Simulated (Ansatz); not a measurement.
# C2H5AlCl2: one molecule under many settings

How do the results and run time of C2H5AlCl2 respond when the settings are drawn wide?

Method: the settings change from run to run; program: Ansatz 0.2.0, Gaussian basis.

## (1) The geometry

The geometry comes from an earlier relaxation with PBE0-D4 in a triple-zeta def2 set; it is a stationary point, not always the lowest conformer.

SMILES `C[CH2][Al]([Cl])[Cl]`, 10 atoms, charge 0, spin multiplicity 1.

Atoms are counted from 1 here; the program's logs count them from 0.

Bond lengths: C1–C2 1.527 Å, C1–H6 1.093 Å, C1–H7 1.092 Å, C1–H8 1.092 Å, C2–Al3 1.939 Å, C2–H9 1.097 Å, C2–H10 1.097 Å, Al3–Cl4 2.092 Å, Al3–Cl5 2.091 Å. Angles: C2–C1–H6 111.5°, C2–C1–H7 111.7°, C2–C1–H8 111.7°, H6–C1–H7 107.4°, H6–C1–H8 107.4°, H7–C1–H8 106.8°, C1–C2–Al3 115.9°, C1–C2–H9 110.9°, C1–C2–H10 110.9°, Al3–C2–H9 107.0°, Al3–C2–H10 106.9°, H9–C2–H10 104.6°, C2–Al3–Cl4 121.8°, C2–Al3–Cl5 121.4°, Cl4–Al3–Cl5 116.8°.

Geometry (Å):

```
C    -0.31050   -1.04729    0.82824
C     0.35785    0.28802    0.50736
Al    0.10908    0.94862   -1.29891
Cl   -1.00100   -0.11473   -2.71798
Cl    0.94306    2.76349   -1.91932
H    -0.12073   -1.35156    1.86123
H     0.05213   -1.84758    0.17920
H    -1.39358   -0.99981    0.69457
H     0.00691    1.07441    1.18710
H     1.43987    0.23532    0.68140
```

## (2) RPBE/def2-SVP

This run has coordinates scaled by 1.05, D3(BJ) dispersion.

The input, in.yaml:

```yaml
crystal:
  periodic: [false, false, false]
  atoms:
    - {symbol: C, position_ang: [-0.326020, -1.099657, 0.869649]}
    - {symbol: C, position_ang: [0.375745, 0.302415, 0.532727]}
    - {symbol: Al, position_ang: [0.114537, 0.996048, -1.363859]}
    - {symbol: Cl, position_ang: [-1.051055, -0.120462, -2.853874]}
    - {symbol: Cl, position_ang: [0.990209, 2.901670, -2.015283]}
    - {symbol: H, position_ang: [-0.126762, -1.419133, 1.954293]}
    - {symbol: H, position_ang: [0.054741, -1.939956, 0.188164]}
    - {symbol: H, position_ang: [-1.463262, -1.049805, 0.729299]}
    - {symbol: H, position_ang: [0.007258, 1.128135, 1.246456]}
    - {symbol: H, position_ang: [1.511865, 0.247089, 0.715473]}
basis:
  gaussian: {orbitals: def2-SVP}
hamiltonian: {xc: {name: RPBE}, dispersion: d3bj}
output: {forces: true}
```

On the command line:

```bash
$ ansatz run in.yaml --threads 4 --pin off --events-out ev --progress --plain --max-ram 10444MiB
```

Standard output, cut to the lines that bear on the results:

```text
Functional definition: RPBE
  name "RPBE"
  cite "Hammer, Hansen & Nørskov, Phys. Rev. B 59, 7413 (1999) doi:10.1103/PhysRevB.59.7413"
  cite "Perdew, Burke & Ernzerhof, Phys. Rev. Lett. 77, 3865 (1996) doi:10.1103/PhysRevLett.77.3865"
[...]
1189 factors; their error is unknown
[...]
mean field -33787.15340042 eV, -1241.6549857103 hartree, gradient 1.5e-5 eV, S^2 0.000000; 0 other end points of the search recorded, 0 dependent functions left out
[...]
reference -33787.15343859 eV, -1241.6549871129 hartree; 32, 32 occupied and 75, 75 virtual orbitals, 1189 factors
Total energy: -33788.47450734 eV, -1241.7035354940 hartree
Atom 0 at    -0.326020    -1.099657     0.869649 Å, force     0.050186     0.164326    -0.129337 eV/Å
Atom 1 at     0.375745     0.302415     0.532727 Å, force    -0.013569    -0.216099     0.311851 eV/Å
Atom 2 at     0.114537     0.996048    -1.363859 Å, force    -0.027224    -0.023283    -0.038394 eV/Å
Atom 3 at    -1.051055    -0.120462    -2.853874 Å, force     0.604708     0.580049     0.771458 eV/Å
Atom 4 at     0.990209     2.901670    -2.015283 Å, force    -0.456754    -0.985411     0.325583 eV/Å
Atom 5 at    -0.126762    -1.419133     1.954293 Å, force    -0.152652     0.373176    -1.041146 eV/Å
Atom 6 at     0.054741    -1.939956     0.188164 Å, force    -0.327373     0.870052     0.631432 eV/Å
Atom 7 at    -1.463262    -1.049805     0.729299 Å, force     1.117238     0.022397     0.116044 eV/Å
Atom 8 at     0.007258     1.128135     1.246456 Å, force     0.308340    -0.805538    -0.722866 eV/Å
Atom 9 at     1.511865     0.247089     0.715473 Å, force    -1.102899     0.020330    -0.224626 eV/Å
Dipole moment:     0.056471    -0.177708     0.456800 e Å
```

Wall time 1.5 s (4 threads of Intel Xeon Platinum 8259CL at 2.50GHz, shared host).

Largest force 1.139 eV/Å, dipole 2.37 D.

## (3) wB97X/aug-cc-pVDZ

Set apart from the defaults: high accuracy.

The input, in.yaml:

```yaml
crystal:
  periodic: [false, false, false]
  atoms:
    - {symbol: C, position_ang: [-0.310495, -1.047293, 0.828237]}
    - {symbol: C, position_ang: [0.357852, 0.288015, 0.507359]}
    - {symbol: Al, position_ang: [0.109083, 0.948617, -1.298913]}
    - {symbol: Cl, position_ang: [-1.001005, -0.114726, -2.717976]}
    - {symbol: Cl, position_ang: [0.943056, 2.763495, -1.919317]}
    - {symbol: H, position_ang: [-0.120726, -1.351555, 1.861231]}
    - {symbol: H, position_ang: [0.052134, -1.847577, 0.179204]}
    - {symbol: H, position_ang: [-1.393582, -0.999814, 0.694571]}
    - {symbol: H, position_ang: [0.006912, 1.074414, 1.187101]}
    - {symbol: H, position_ang: [1.439872, 0.235323, 0.681403]}
basis:
  gaussian: {orbitals: aug-cc-pVDZ}
hamiltonian: {xc: {name: wB97X}}
accuracy: high
```

Launched as before.

Standard output, cut to the lines that bear on the results:

```text
Functional definition: wB97X
  name "wB97X"
  cite "Chai & Head-Gordon, J. Chem. Phys. 128, 084106 (2008) doi:10.1063/1.2834918"
  cite "Becke, J. Chem. Phys. 107, 8554 (1997) doi:10.1063/1.475007"
[...]
  # The coefficients of nought are those of the uniform gas.
[...]
      + exact_x_lr(omega)
[...]
      + integral(e_c_pw_opposite_spin*poly(b97_u_opposite, 1, cos1, cos2, cos3, cos4))
3414 factors; integrals over basis functions are off by at most 3.8e-9 eV
760 factors; integrals over basis functions are off by at most 1.8e-9 eV
[...]
mean field -33801.71160350 eV, -1242.1899898054 hartree, gradient 5.7e-8 eV, S^2 0.000000; 0 other end points of the search recorded, 0 dependent functions left out
reference -33801.71159484 eV, -1242.1899894875 hartree; 32, 32 occupied and 140, 140 virtual orbitals, 3414 factors
Total energy: -33801.71159484 eV, -1242.1899894875 hartree
```

Run time: 25 s. Hardware: 4 threads of Intel Xeon Platinum 8259CL at 2.50GHz, shared host; peak memory 1.5 GiB.

## (4) PBE-QIDH/def2-SVPD

Set apart from the defaults: unrestricted orbitals, atoms shaken by 0.15 Å, density fitting with cc-pVTZ-jkfit, a grid of angular degree 47, finite nuclei, high accuracy.

The input, in.yaml:

```yaml
crystal:
  periodic: [false, false, false]
  atoms:
    - {symbol: C, position_ang: [-0.208918, -1.059490, 0.681587]}
    - {symbol: C, position_ang: [0.202716, 0.400421, 0.753952]}
    - {symbol: Al, position_ang: [0.132635, 0.950780, -1.545849]}
    - {symbol: Cl, position_ang: [-1.125644, -0.360834, -2.764681]}
    - {symbol: Cl, position_ang: [0.846647, 2.667541, -1.950365]}
    - {symbol: H, position_ang: [-0.141236, -1.180680, 1.967459]}
    - {symbol: H, position_ang: [0.048956, -1.818371, 0.422342]}
    - {symbol: H, position_ang: [-1.596983, -0.885386, 0.604023]}
    - {symbol: H, position_ang: [-0.053529, 1.240439, 1.229023]}
    - {symbol: H, position_ang: [1.493711, 0.353011, 0.643014]}
basis:
  gaussian: {orbitals: def2-SVPD, fitting: {mean_field: cc-pVTZ-jkfit}, final_grid: {core_spheres: 20, valence_spheres: 16, degree: 47}, nuclear_model: gaussian}
magnetization: {spin_polarized: true, initial_magnetization: 0}
hamiltonian: {xc: {name: PBE-QIDH}}
accuracy: high
```

Launched as before.

Standard output, cut to the lines that bear on the results:

```text
Functional definition: PBE-QIDH
  name "PBE-QIDH"
  cite "Brémond, Sancho-García, Pérez-Jiménez & Adamo, J. Chem. Phys. 141, 031101 (2014) doi:10.1063/1.4890314"
  cite "Perdew, Burke & Ernzerhof, Phys. Rev. Lett. 77, 3865 (1996) doi:10.1103/PhysRevLett.77.3865"
[...]
671 factors; integrals over basis functions are off by at most 1.9e-1 eV
[...]
mean field -33754.80946983 eV, -1240.4663681845 hartree, gradient 2.6e-8 eV, S^2 0.000000; 0 other end points of the search recorded, 0 dependent functions left out
17 core orbitals not correlated: weight in the atoms' cores, before any rotation towards them, 1.000 or more for the frozen orbitals, at most 0.000 for the correlated occupied ones
reference -33754.80947135 eV, -1240.4663682407 hartree; 15, 15 occupied and 126, 126 virtual orbitals, 671 factors
second order -20.75313082 eV of doubles, -0.00000000 eV of singles
Total energy: -33761.72718163 eV, -1240.7205894042 hartree
```

Run time: 6.5 s. Hardware: 4 threads of Intel Xeon Platinum 8259CL at 2.50GHz, shared host.

⟨S²⟩ 0.000.

## (5) r2SCANh/def2-TZVPD

Set apart from the defaults: atoms shaken by 0.03 Å, D4 dispersion.

The input, in.yaml:

```yaml
crystal:
  periodic: [false, false, false]
  atoms:
    - {symbol: C, position_ang: [-0.319407, -1.143772, 0.834024]}
    - {symbol: C, position_ang: [0.333808, 0.295078, 0.499352]}
    - {symbol: Al, position_ang: [0.085414, 0.937929, -1.275935]}
    - {symbol: Cl, position_ang: [-1.036782, -0.108385, -2.722256]}
    - {symbol: Cl, position_ang: [0.906268, 2.752963, -1.956295]}
    - {symbol: H, position_ang: [-0.132424, -1.322801, 1.859286]}
    - {symbol: H, position_ang: [0.072686, -1.783751, 0.169308]}
    - {symbol: H, position_ang: [-1.381869, -0.999248, 0.671560]}
    - {symbol: H, position_ang: [0.048475, 1.070796, 1.183728]}
    - {symbol: H, position_ang: [1.395833, 0.233361, 0.681640]}
basis:
  gaussian: {orbitals: def2-TZVPD}
hamiltonian: {xc: {name: r2SCANh}, dispersion: d4}
```

Same command.

Standard output, cut to the lines that bear on the results:

```text
Functional definition: r2SCANh
  name "r2SCANh"
  cite "Bursch, Neugebauer, Ehlert & Grimme, J. Chem. Phys. 156, 134105 (2022) doi:10.1063/5.0086040"
  cite "Furness, Kaplan, Ning, Perdew & Sun, J. Phys. Chem. Lett. 11, 8208 (2020) doi:10.1021/acs.jpclett.0c02405"
  cite "Furness, Kaplan, Ning, Perdew & Sun, J. Phys. Chem. Lett. 11, 9248 (2020) doi:10.1021/acs.jpclett.0c03077"
  parent r2scan
[...]
1427 factors; their error is unknown
[...]
mean field -33799.64349840 eV, -1242.1139883448 hartree, gradient 1.4e-5 eV, S^2 0.000000; 0 other end points of the search recorded, 0 dependent functions left out
reference -33799.64352076 eV, -1242.1139891666 hartree; 32, 32 occupied and 222, 222 virtual orbitals, 1427 factors
Total energy: -33799.70738139 eV, -1242.1163360016 hartree
```

Run time: 5.5 s. Hardware: 4 threads of Intel Xeon Platinum 8259CL at 2.50GHz, shared host; peak memory 0.63 GiB.

## (6) BLYP/def2-TZVPP

This run has charge +1, multiplicity 2, restricted open-shell orbitals, finite nuclei, D3(BJ) dispersion.

The input, in.yaml:

```yaml
crystal:
  periodic: [false, false, false]
  atoms:
    - {symbol: C, position_ang: [-0.310495, -1.047293, 0.828237]}
    - {symbol: C, position_ang: [0.357852, 0.288015, 0.507359]}
    - {symbol: Al, position_ang: [0.109083, 0.948617, -1.298913]}
    - {symbol: Cl, position_ang: [-1.001005, -0.114726, -2.717976]}
    - {symbol: Cl, position_ang: [0.943056, 2.763495, -1.919317]}
    - {symbol: H, position_ang: [-0.120726, -1.351555, 1.861231]}
    - {symbol: H, position_ang: [0.052134, -1.847577, 0.179204]}
    - {symbol: H, position_ang: [-1.393582, -0.999814, 0.694571]}
    - {symbol: H, position_ang: [0.006912, 1.074414, 1.187101]}
    - {symbol: H, position_ang: [1.439872, 0.235323, 0.681403]}
basis:
  gaussian: {orbitals: def2-TZVPP, nuclear_model: gaussian}
total_charge: 1
magnetization: {spin_polarized: false, initial_magnetization: 1}
hamiltonian: {xc: {name: BLYP}, dispersion: d3bj}
```

Same command.

Standard output, cut to the lines that bear on the results:

```text
Functional definition: BLYP
  name "BLYP"
  cite "Becke, Phys. Rev. A 38, 3098 (1988) doi:10.1103/PhysRevA.38.3098"
  cite "Lee, Yang & Parr, Phys. Rev. B 37, 785 (1988) doi:10.1103/PhysRevB.37.785"
[...]
1512 factors; their error is unknown
[...]
mean field -33792.62584288 eV, -1241.8560942613 hartree, gradient 1.1e-5 eV, S^2 0.750000; 12 other end points of the search recorded, 0 dependent functions left out
reference -33792.62622460 eV, -1241.8561082895 hartree; 32, 31 occupied and 226, 227 virtual orbitals, 1512 factors
Total energy: -33793.14951928 eV, -1241.8753390142 hartree
```

Run time: 21 s. Hardware: 4 threads of Intel Xeon Platinum 8259CL at 2.50GHz, shared host; peak memory 0.56 GiB.

## (7) HSE06/def2-mTZVP

in.yaml: that of step 6 with these lines changed.

```diff
@@ -14,5 +14,4 @@
 basis:
-  gaussian: {orbitals: def2-TZVPP, nuclear_model: gaussian}
-total_charge: 1
-magnetization: {spin_polarized: false, initial_magnetization: 1}
-hamiltonian: {xc: {name: BLYP}, dispersion: d3bj}
+  gaussian: {orbitals: def2-mTZVP}
+hamiltonian: {xc: {name: HSE06}}
+output: {forces: true}
```

The command is unchanged.

Standard output, cut to the lines that bear on the results:

```text
Functional definition: HSE06
  name "HSE06"
  cite "Heyd, Scuseria & Ernzerhof, J. Chem. Phys. 118, 8207 (2003) doi:10.1063/1.1564060"
  cite "Krukau, Vydrov, Izmaylov & Scuseria, J. Chem. Phys. 125, 224106 (2006) doi:10.1063/1.2404663"
  cite "Heyd & Scuseria, J. Chem. Phys. 120, 7274 (2004) doi:10.1063/1.1668634"
  cite "Ernzerhof & Perdew, J. Chem. Phys. 109, 3313 (1998) doi:10.1063/1.476928"
  cite "Perdew, Burke & Ernzerhof, Phys. Rev. Lett. 77, 3865 (1996) doi:10.1103/PhysRevLett.77.3865"
  parent pbe
[...]
  # The whole range is PBE's own exchange, as in plane waves. The composition of these papers is wPBEh.
[...]
1096 factors; integrals over basis functions are off by at most 1.1e-3 eV
122 factors; integrals over basis functions are off by at most 3.0e-7 eV
[...]
Atom 0 at    -0.310495    -1.047293     0.828237 Å, force     0.009725     0.035037    -0.029409 eV/Å
Atom 1 at     0.357852     0.288015     0.507359 Å, force     0.018037     0.005468     0.034944 eV/Å
Atom 2 at     0.109083     0.948617    -1.298913 Å, force    -0.013967    -0.043440     0.036831 eV/Å
Atom 3 at    -1.001005    -0.114726    -2.717976 Å, force    -0.074981    -0.066144    -0.105429 eV/Å
Atom 4 at     0.943056     2.763495    -1.919317 Å, force     0.059924     0.128842    -0.042275 eV/Å
Atom 5 at    -0.120726    -1.351555     1.861231 Å, force     0.000543    -0.000270     0.003142 eV/Å
Atom 6 at     0.052134    -1.847577     0.179204 Å, force    -0.000216    -0.011942     0.013659 eV/Å
Atom 7 at    -1.393582    -0.999814     0.694571 Å, force    -0.002977    -0.010670     0.013885 eV/Å
Atom 8 at     0.006912     1.074414     1.187101 Å, force     0.006217    -0.020594     0.035553 eV/Å
Atom 9 at     1.439872     0.235323     0.681403 Å, force    -0.002305    -0.016288     0.039099 eV/Å
Dipole moment:     0.062881    -0.173808     0.468588 e Å
```

It took 2.6 s on 4 threads of Intel Xeon Platinum 8259CL at 2.50GHz, shared host.

Largest force 0.148 eV/Å, dipole 2.42 D.

## (8) PBE0/def2-SVP

Options: multiplicity 3, atoms shaken by 0.03 Å, D3(BJ) with three-body dispersion.

The input, in.yaml:

```yaml
crystal:
  periodic: [false, false, false]
  atoms:
    - {symbol: C, position_ang: [-0.292118, -1.063223, 0.842873]}
    - {symbol: C, position_ang: [0.396112, 0.291266, 0.513579]}
    - {symbol: Al, position_ang: [0.109824, 0.958749, -1.314340]}
    - {symbol: Cl, position_ang: [-0.965679, -0.089597, -2.744414]}
    - {symbol: Cl, position_ang: [0.886369, 2.793160, -1.926246]}
    - {symbol: H, position_ang: [-0.153680, -1.327603, 1.840552]}
    - {symbol: H, position_ang: [0.066251, -1.823677, 0.172539]}
    - {symbol: H, position_ang: [-1.335586, -1.009113, 0.666921]}
    - {symbol: H, position_ang: [-0.008714, 1.077842, 1.138249]}
    - {symbol: H, position_ang: [1.435970, 0.291828, 0.700695]}
basis:
  gaussian: {orbitals: def2-SVP}
magnetization: {spin_polarized: true, initial_magnetization: 2}
hamiltonian: {xc: {name: PBE0}, dispersion: d3bjatm}
output: {forces: true}
```

Launched as before.

Standard output, cut to the lines that bear on the results:

```text
Functional definition: PBE0
  name "PBE0"
  cite "Adamo & Barone, J. Chem. Phys. 110, 6158 (1999) doi:10.1063/1.478522"
  cite "Perdew, Burke & Ernzerhof, Phys. Rev. Lett. 77, 3865 (1996) doi:10.1103/PhysRevLett.77.3865"
  parent pbe
[...]
1022 factors; integrals over basis functions are off by at most 1.4e-3 eV
[...]
mean field -33770.59253235 eV, -1241.0463850343 hartree, gradient 2.6e-5 eV, S^2 2.004187; 8 other end points of the search recorded, 0 dependent functions left out
[...]
reference -33770.59256349 eV, -1241.0463861784 hartree; 33, 31 occupied and 74, 76 virtual orbitals, 1022 factors
Total energy: -33770.80954227 eV, -1241.0543600017 hartree
Atom 0 at    -0.292118    -1.063223     0.842873 Å, force     0.923419     2.252648    -3.256822 eV/Å
Atom 1 at     0.396112     0.291266     0.513579 Å, force    -1.497924    -2.445550     3.626949 eV/Å
Atom 2 at     0.109824     0.958749    -1.314340 Å, force    -0.322694     0.641788    -1.495495 eV/Å
Atom 3 at    -0.965679    -0.089597    -2.744414 Å, force    -0.643671    -0.948051    -0.547175 eV/Å
Atom 4 at     0.886369     2.793160    -1.926246 Å, force     0.580805     0.903499     0.128046 eV/Å
Atom 5 at    -0.153680    -1.327603     1.840552 Å, force     0.705239    -0.451238     2.408530 eV/Å
Atom 6 at     0.066251    -1.823677     0.172539 Å, force     0.540988    -0.824390    -0.244918 eV/Å
Atom 7 at    -1.335586    -1.009113     0.666921 Å, force    -1.570434     0.265823    -0.121281 eV/Å
Atom 8 at    -0.008714     1.077842     1.138249 Å, force    -0.642498     0.834154    -0.081129 eV/Å
Atom 9 at     1.435970     0.291828     0.700695 Å, force     1.926769    -0.228682    -0.416704 eV/Å
Dipole moment:     0.111126    -0.480908     1.085709 e Å
```

Wall time 7 s (4 threads of Intel Xeon Platinum 8259CL at 2.50GHz, shared host).

Largest force 4.624 eV/Å, dipole 5.73 D, ⟨S²⟩ 2.004.

## (9) wB97X/pcseg-2

Options: density fitting with cc-pVTZ-jkfit, the search for lower states set to off.

The input, in.yaml:

```yaml
crystal:
  periodic: [false, false, false]
  atoms:
    - {symbol: C, position_ang: [-0.310495, -1.047293, 0.828237]}
    - {symbol: C, position_ang: [0.357852, 0.288015, 0.507359]}
    - {symbol: Al, position_ang: [0.109083, 0.948617, -1.298913]}
    - {symbol: Cl, position_ang: [-1.001005, -0.114726, -2.717976]}
    - {symbol: Cl, position_ang: [0.943056, 2.763495, -1.919317]}
    - {symbol: H, position_ang: [-0.120726, -1.351555, 1.861231]}
    - {symbol: H, position_ang: [0.052134, -1.847577, 0.179204]}
    - {symbol: H, position_ang: [-1.393582, -0.999814, 0.694571]}
    - {symbol: H, position_ang: [0.006912, 1.074414, 1.187101]}
    - {symbol: H, position_ang: [1.439872, 0.235323, 0.681403]}
basis:
  gaussian: {orbitals: pcseg-2, fitting: {mean_field: cc-pVTZ-jkfit}}
hamiltonian: {xc: {name: wB97X}}
scf: {lower_state_search: off}
```

The command is unchanged.

Standard output, cut to the lines that bear on the results:

```text
Functional definition: wB97X
  name "wB97X"
  cite "Chai & Head-Gordon, J. Chem. Phys. 128, 084106 (2008) doi:10.1063/1.2834918"
  cite "Becke, J. Chem. Phys. 107, 8554 (1997) doi:10.1063/1.475007"
[...]
  # The coefficients of nought are those of the uniform gas.
[...]
      + exact_x_lr(omega)
[...]
      + integral(e_c_pw_opposite_spin*poly(b97_u_opposite, 1, cos1, cos2, cos3, cos4))
[...]
671 factors; integrals over basis functions are off by at most 9.4e-1 eV
671 factors; integrals over basis functions are off by at most 1.4e-5 eV
[...]
mean field -33803.66654094 eV, -1242.2618324315 hartree, gradient 2.5e-6 eV, S^2 0.000000; 0 other end points of the search recorded, 0 dependent functions left out
reference -33803.66649737 eV, -1242.2618308302 hartree; 32, 32 occupied and 200, 200 virtual orbitals, 671 factors
Total energy: -33803.66649737 eV, -1242.2618308302 hartree
Checks for a lower state left out: stability, starts, cluster_reference, orbital_swaps, neighbouring_geometries, increment
```

It took 3.5 s on 4 threads of Intel Xeon Platinum 8259CL at 2.50GHz, shared host; peak memory 0.55 GiB.

## (10) PBE-QIDH/cc-pVTZ

Set apart from the defaults: charge -1, multiplicity 2.

in.yaml: that of step 9 with these lines changed.

```diff
@@ -14,4 +14,5 @@
 basis:
-  gaussian: {orbitals: pcseg-2, fitting: {mean_field: cc-pVTZ-jkfit}}
-hamiltonian: {xc: {name: wB97X}}
-scf: {lower_state_search: off}
+  gaussian: {orbitals: cc-pVTZ}
+total_charge: -1
+magnetization: {spin_polarized: true, initial_magnetization: 1}
+hamiltonian: {xc: {name: PBE-QIDH}}
```

Launched as before.

Standard output, cut to the lines that bear on the results:

```text
Functional definition: PBE-QIDH
  name "PBE-QIDH"
  cite "Brémond, Sancho-García, Pérez-Jiménez & Adamo, J. Chem. Phys. 141, 031101 (2014) doi:10.1063/1.4890314"
  cite "Perdew, Burke & Ernzerhof, Phys. Rev. Lett. 77, 3865 (1996) doi:10.1103/PhysRevLett.77.3865"
[...]
1334 factors; integrals over basis functions are off by at most 1.2e-3 eV
[...]
mean field -33774.06286921 eV, -1241.1739175616 hartree, gradient 5.5e-7 eV, S^2 0.760260; 2 other end points of the search recorded, 0 dependent functions left out
17 core orbitals not correlated: weight in the atoms' cores, before any rotation towards them, 1.000 or more for the frozen orbitals, at most 0.000 for the correlated occupied ones
reference -33774.06288466 eV, -1241.1739181291 hartree; 16, 15 occupied and 199, 200 virtual orbitals, 1334 factors
second order -25.07306941 eV of doubles, -0.00000000 eV of singles
Total energy: -33782.42057446 eV, -1241.4810575643 hartree
```

Wall time 36 s (4 threads of Intel Xeon Platinum 8259CL at 2.50GHz, shared host); peak memory 0.9 GiB.

⟨S²⟩ 0.760.

## (11) All runs side by side

```csv
level,charge,multiplicity,geometry,functions,energy (eV),time
RPBE/def2-SVP,0,1,scaled,107,-33788.475,1.5 s
wB97X/aug-cc-pVDZ,0,1,relaxed,172,-33801.712,25 s
PBE-QIDH/def2-SVPD,0,1,shaken,158,-33761.727,6.5 s
r2SCANh/def2-TZVPD,0,1,shaken,254,-33799.707,5.5 s
BLYP/def2-TZVPP,1,2,relaxed,258,-33793.150,21 s
HSE06/def2-mTZVP,0,1,relaxed,119,-33788.378,2.6 s
PBE0/def2-SVP,0,3,shaken,107,-33770.810,7 s
wB97X/pcseg-2,0,1,relaxed,232,-33803.666,3.5 s
PBE-QIDH/cc-pVTZ,-1,2,relaxed,232,-33782.421,36 s
```

## (12) What came out

| quantity | value |
| --- | --- |
| runs | 9 |
| quickest | RPBE/def2-SVP, 1.5 s |
| slowest | PBE-QIDH/cc-pVTZ, 36 s |
| spread of total energies, same state and geometry | 15.3 eV |

In words: PBE-QIDH/cc-pVTZ took 24 times as long as RPBE/def2-SVP. The jobs differ in tasks and options as well as level. Total energies at one charge and spin differ by 15 eV between levels, so only differences within one level mean anything. At the PBE0-D4/def2-TZVP geometry and in the same state, runs without warnings or point charges leave forces up to 0.15 eV/Å (HSE06/def2-mTZVP), against 1.1 eV/Å where the atoms were moved.
